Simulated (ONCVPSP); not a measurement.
# Pseudopotential generation for samarium: ONCV, PBE

Aim: build the potential from the settings below, then test how well it stands in for the atom: other configurations, scattering, ghost states and the plane-wave cutoff that it needs.

The numbers are computed with ONCVPSP 4.0.1.1 (patched build) (PBE, scalar-relativistic, spin-unpolarised reference atom).

**1. The design**

Typed settings, in words:

```
element                 : samarium (Sm, Z = 62)
type                    : optimised norm-conserving Vanderbilt (ONCV)
frozen core             : [Kr] 4d10
valence charge          : 16
reference configuration : 4f5 5s2 5p6 5d1 6s2
partial waves           : 5s+6s: rc 2.40 bohr, ncon 4, nbas 7, qcut 6.2 1/bohr, 2 projectors; 5p: rc 1.85 bohr, ncon 3, nbas 6, qcut 5.1 1/bohr, 3 projectors, debl 3.1 Ha; 5d: rc 3.55 bohr, ncon 4, nbas 8, qcut 3.5 1/bohr, 1 projector; 4f: rc 0.75 bohr, ncon 3, nbas 7, qcut 15.3 1/bohr, 2 projectors, debl 1.5 Ha
local potential         : polynomial inside 0.70 bohr (lpopt 4, dvloc0 -1 Ha)
core correction         : Teter function, fcfact 2.5, rcfact 1.65
```

The nodes and maxima of the atom's own shells, from an earlier all-electron run, set the scale for the radii.

All-electron outer shells of the reference configuration (PBE, scalar-relativistic, ld1.x):

| shell | level (eV) | outermost node (bohr) | outermost maximum (bohr) |
| --- | --- | --- | --- |
| 4d | -135.45 | 0.28 | 0.58 |
| 5s | -46.72 | 0.68 | 1.25 |
| 5p | -26.00 | 0.73 | 1.42 |
| 4f | -7.96 | – | 0.61 |
| 6s | -3.99 | 1.67 | 3.48 |
| 5d | -2.74 | 0.83 | 2.01 |
| 6p | -1.34 | 1.99 | 4.64 |

**2. Generation**

File Sm.dat:

```
# ATOM AND REFERENCE CONFIGURATION
# atsym  z   nc   nv     iexc    psfile
  Sm 62.00    9    5        4      upf
#
#   n    l    f
    1    0    2.00
    2    0    2.00
    2    1    6.00
    3    0    2.00
    3    1    6.00
    3    2   10.00
    4    0    2.00
    4    1    6.00
    4    2   10.00
    4    3    5.00
    5    0    2.00
    5    1    6.00
    5    2    1.00
    6    0    2.00
#
# PSEUDOPOTENTIAL AND OPTIMIZATION
# lmax
    3
#
#   l,   rc,      ep,       ncon, nbas, qcut
    0    2.40    0.00    4    7    6.20
    1    1.85    0.00    3    6    5.10
    2    3.55    0.00    4    8    3.50
    3    0.75    0.00    3    7   15.30
#
# LOCAL POTENTIAL
# lloc, lpopt,  rc(5),   dvloc0
    4    4    0.70   -1.00
#
# VANDERBILT-KLEINMAN-BYLANDER PROJECTORs
# l, nproj, debl
    0    2    1.30
    1    3    3.10
    2    1    3.50
    3    2    1.50
#
# MODEL CORE CHARGE
# icmod, fcfact, rcfact
    3    2.50    1.65
#
# LOG DERIVATIVE ANALYSIS
# epsh1, epsh2, depsh
   -3.00    5.00    0.02
#
# OUTPUT GRID
# rlmax, drl
    6.00    0.01
#
# TEST CONFIGURATIONS
# ncnf
    4
# nvcnf
#   n    l    f
    5
    4    3    6.00
    5    0    2.00
    5    1    6.00
    5    2    0.00
    6    0    2.00
#
    5
    4    3    6.00
    5    0    2.00
    5    1    6.00
    5    2    0.00
    6    0    1.00
#
    5
    4    3    6.00
    5    0    2.00
    5    1    6.00
    5    2    0.00
    6    0    0.00
#
    5
    4    3    4.00
    5    0    2.00
    5    1    6.00
    5    2    0.00
    6    0    0.00
#
```

The run is started by

```bash
$ oncvpsp.x < Sm.dat > Sm.out
```

**Question.** What will these runs give? Wanted: cutoffs; bound ghosts; GHOST(+) flags; largest miss of a reference level; largest test error; largest phase difference near zero energy, channels read; rms error of d²Exc/dn², without and with the model core.

As calculated:

```
                                                quantity                                                value
                                                 cutoffs                                       not determined
                                            bound ghosts                      s at -386.66 eV, d at -12.80 eV
                                          GHOST(+) flags                                           p at 75 eV
                       largest miss of a reference level                                          14 meV (4f)
                            largest test error (AE − PS)  -247 meV, for 4f6 5s2 5p6 5d0 6s1 (1 test unsolved)
largest phase difference near zero energy, channels read                                            0.030 rad
 rms error of d²Exc/dn², without and with the model core                                    7.97 and 4.64 mHa
```

It has a bound ghost (s, d), a state that the atom doesn't have, and that rules the file out. The worst unpolarised test, 4f6 5s2 5p6 5d0 6s1, is off by 247 meV on 3.0 eV; by total energies transferability rates as poor. Of the tests 1 gave no usable energy difference, which is a warning in itself. Near zero energy the largest phase difference among the channels read is 0.03 rad, in the d channel. In the d channel the atom's pole at 0.06 Ha sits lower, at -0.46 Ha, in the pseudo curve. The program also flags highly localised states, GHOST(+) (p). All of this concerns the isolated atom, not yet a solid.
